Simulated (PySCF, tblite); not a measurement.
**C₆H₁₀BClO: geometry, infrared bands and NMR shifts**

Aim: predict the infrared bands and NMR shifts of C₆H₁₀BClO (`COB[C@@]1(C)C=C[C@@H]1Cl`).

The runs use tblite 0.8.0 and PySCF 2.14.0, with density-fitted response routines of our own; the level of theory stands in each step. All values are computed, except where a source is named. Atoms are numbered from 0 throughout.

## Step 1: The molecule as given

19 atoms, charge 0, multiplicity 1; geometry from: force field or distance geometry start.

Bonds of the start (Å): C0–O1 1.39, O1–B2 1.45, B2–C3 1.62, C3–C4 1.51, C3–C5 1.45, C5–C6 1.28, C6–C7 1.46, C7–Cl8 1.77, C7–C3 1.48, C0–H9 1.12, C0–H10 1.09, C0–H11 1.12, B2–H12 1.19, C4–H13 1.11, C4–H14 1.10, C4–H15 1.09, C5–H16 1.10, C6–H17 1.10, C7–H18 1.12.

## Step 2: Relaxing the molecule with GFN2-xTB

Job settings and geometry (Å):

```
{"job": {"kind": "relax", "xc": "GFN2-xTB", "basis": "xTB"}, "charge": 0, "multiplicity": 1}
C      2.935100    -0.114600     0.010700
O      1.874900    -0.081600     0.904700
B      0.745200    -0.860200     0.435400
C     -0.589500    -0.015900     0.092600
C     -0.348800     1.472400     0.032600
C     -1.397700    -0.547100    -0.992800
C     -2.407100    -0.807500    -0.249000
C     -1.747300    -0.321100     0.963300
Cl    -2.487300     1.116200     1.691600
H      2.811000    -1.048500    -0.598700
H      3.871400    -0.141100     0.577100
H      2.891700     0.778400    -0.658100
H      0.918200    -1.867900    -0.172700
H      0.054600     1.774700     1.023300
H      0.369600     1.743800    -0.759600
H     -1.282800     2.013500    -0.148000
H     -1.194600    -0.666800    -2.067800
H     -3.403000    -1.246900    -0.438100
H     -1.623400    -1.170600     1.685800
```

Started as:

```console
$ OMP_NUM_THREADS=1 python probes_run.py task.json out
```

One launch serves the whole session: the jobs run in the order shown.

**Question.** This job is followed by: GFN2-xTB harmonic vibrations, gas phase; GIAO PBE0/pcSseg-1 NMR shielding, non-relativistic, gas phase. Predict these results of the whole session: strongest single infrared mode (GFN2-xTB); zero-point energy (GFN2-xTB); 13C shifts against TMS (PBE0/pcSseg-1); 1H shifts against TMS (PBE0/pcSseg-1, means over atoms taken as alike); 17O shifts against H2O (PBE0/pcSseg-1); 11B shifts against BF3·OEt2 (PBE0/pcSseg-1); 35Cl shifts against HCl (PBE0/pcSseg-1).

**Answer**, as computed:

| quantity | value |
| --- | --- |
| strongest single infrared mode (GFN2-xTB) | 1349 cm⁻¹, 306 km/mol |
| zero-point energy (GFN2-xTB) | 92.5 kcal/mol |
| 13C shifts against TMS (PBE0/pcSseg-1) | 157.0, 147.2, 63.9, 62.9, 50.9, 20.1 ppm |
| 1H shifts against TMS (PBE0/pcSseg-1, means over atoms taken as alike) | 6.46, 6.36, 5.09, 4.56, 4.28, 1.25 ppm |
| 17O shifts against H2O (PBE0/pcSseg-1) | 190.2 ppm |
| 11B shifts against BF3·OEt2 (PBE0/pcSseg-1) | 47.0 ppm |
| 35Cl shifts against HCl (PBE0/pcSseg-1) | 110 ppm |

In words: Relaxing lowered the energy by 1.514 eV in 118 steps; the close pair that moved most is O1–B2, from 1.450 to 1.321 Å. All 51 modes are real, so the xTB geometry is a minimum. The strongest single mode, at 1349 cm⁻¹, is spread over many atoms; the largest shares are those of B2, O1. GFN2-xTB is a fitted tight-binding method: band positions and strengths are rough. Its intensities can rank the bands wrongly. At PBE0/pcSseg-1: The widest tensor belongs to O1: span 422 ppm, with a paramagnetic part of -252 ppm.
